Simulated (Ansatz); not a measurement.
**H6InNOSSi: up Jacob's ladder to CCSD(T)**

One table from this session's results is given with a row withheld; the runs are named, their logs left out.

Computed with Ansatz 0.2.0, Gaussian basis. Level: functionals in def2-TZVPP, the program's frozen cores in correlated methods.

Plan: LDA (SPW92), PBE-D4, revPBE-D4, BLYP-D4, r2SCAN-D4, B97M-V, PBE0-D4, B3LYP-D4, r2SCANh-D4, r2SCAN0-D4, HSE06-D4, BHLYP-D4, CAM-B3LYP-D4, LC-ωPBE, ωB97X-V, ωB97M-V, B2PLYP, PBE-QIDH; CCSD(T)/def2-SVP; CCSD(T)/def2-TZVPP; MP2/def2-QZVPP; extrapolation to the limit.

## The relaxed structure

The geometry comes from an earlier relaxation with PBE0-D4 in a triple-zeta def2 set; it is a stationary point, not always the lowest conformer. In takes the def2 core potential; no spin-orbit term is included.

11 atoms, charge 0, spin multiplicity 1.

Atoms are counted from 1 here; the program's logs count them from 0.

Bond lengths: N1–In2 2.007 Å, N1–H6 1.010 Å, N1–H7 1.011 Å, In2–S3 2.358 Å, In2–O4 1.986 Å, S3–H8 1.345 Å, O4–Si5 1.624 Å, Si5–H9 1.497 Å, Si5–H10 1.489 Å, Si5–H11 1.489 Å. Angles: In2–N1–H6 116.9°, In2–N1–H7 114.6°, H6–N1–H7 109.3°, N1–In2–S3 131.0°, N1–In2–O4 115.6°, S3–In2–O4 113.1°, In2–S3–H8 91.3°, In2–O4–Si5 135.1°, O4–Si5–H9 111.4°, O4–Si5–H10 110.5°, O4–Si5–H11 111.2°, H9–Si5–H10 107.6°, H9–Si5–H11 107.5°, H10–Si5–H11 108.4°.

As a file:

```csv
atom,x (Å),y (Å),z (Å)
N1,-0.8546,2.1208,-0.0993
In2,0.5510,0.8530,-0.7664
S3,2.2539,1.1380,-2.3717
O4,0.3916,-1.0196,-0.1246
Si5,-0.5351,-1.7882,0.9655
H6,-0.6175,3.1023,-0.0909
H7,-1.2621,1.8678,0.7907
H8,2.5925,-0.1608,-2.2883
H9,-1.3108,-0.8190,1.8026
H10,0.3065,-2.6043,1.8833
H11,-1.5154,-2.6899,0.2990
```

Set-up of the first run:

File in.yaml:

```yaml
crystal:
  periodic: [false, false, false]
  atoms:
    - {symbol: N, position_ang: [-0.854619, 2.120816, -0.099262]}
    - {symbol: In, position_ang: [0.550960, 0.852972, -0.766363]}
    - {symbol: S, position_ang: [2.253921, 1.138024, -2.371663]}
    - {symbol: O, position_ang: [0.391586, -1.019627, -0.124558]}
    - {symbol: Si, position_ang: [-0.535092, -1.788201, 0.965526]}
    - {symbol: H, position_ang: [-0.617475, 3.102324, -0.090888]}
    - {symbol: H, position_ang: [-1.262103, 1.867763, 0.790659]}
    - {symbol: H, position_ang: [2.592531, -0.160783, -2.288350]}
    - {symbol: H, position_ang: [-1.310842, -0.819033, 1.802617]}
    - {symbol: H, position_ang: [0.306514, -2.604348, 1.883287]}
    - {symbol: H, position_ang: [-1.515390, -2.689886, 0.298994]}
basis:
  gaussian: {orbitals: def2-TZVPP}
hamiltonian: {xc: lda}
output: {orbitals: {seedname: orbitals}}
```

Command:

```bash
ansatz run in.yaml --threads 2 --pin off --events-out ev --progress --plain --max-ram 32768MiB --backend cpu
```

Steps of the session up to this table: LDA; PBE-D4 (GGA); revPBE-D4 (GGA); BLYP-D4 (GGA); r2SCAN-D4 (meta-GGA); B97M-V (meta-GGA); B3LYP-D4 (hybrid); r2SCANh-D4 (hybrid); r2SCAN0-D4 (hybrid); HSE06-D4 (hybrid); BHLYP-D4 (hybrid); CAM-B3LYP-D4 (range-separated); LC-ωPBE (range-separated); ωB97X-V (range-separated); ωB97M-V (range-separated); B2PLYP (double hybrid); PBE-QIDH (double hybrid).

One of the session's tables, all rows but one given; the rest of the session is left out.

It belongs to the step «Frontier levels by functional». 

| functional | HOMO (eV) | LUMO (eV) | gap (eV) |
| --- | --- | --- | --- |
| LDA (SPW92) | -6.47 | -2.77 | 3.71 |
| PBE-D4 | -6.29 | -2.49 | 3.80 |
| revPBE-D4 | -6.22 | -2.37 | 3.86 |
| BLYP-D4 | -6.15 | -2.44 | 3.71 |
| r2SCAN-D4 | -6.58 | -2.25 | 4.34 |
| B97M-V | -6.64 | -2.39 | 4.25 |
| PBE0-D4 | -7.61 | -1.60 | 6.01 |
| B3LYP-D4 | -7.36 | -1.91 | 5.45 |
| r2SCANh-D4 | -7.08 | -1.93 | 5.14 |
| r2SCAN0-D4 | -7.81 | -1.47 | 6.35 |
| HSE06-D4 | -7.21 | -1.97 | 5.24 |
| BHLYP-D4 | -8.76 | -0.76 | 7.99 |
| CAM-B3LYP-D4 | -8.96 | -0.67 | 8.29 |
| LC-ωPBE | -10.38 | 0.61 | 10.98 |
| ωB97X-V | -10.00 | 0.41 | 10.40 |
| ωB97M-V | ? | ? | ? |

Estimate the missing values for ωB97M-V.

The run gave: HOMO (eV): -9.87; LUMO (eV): 0.20; gap (eV): 10.06. In the column «HOMO (eV)» it lies between ωB97X-V (-10.00) and CAM-B3LYP-D4 (-8.96).
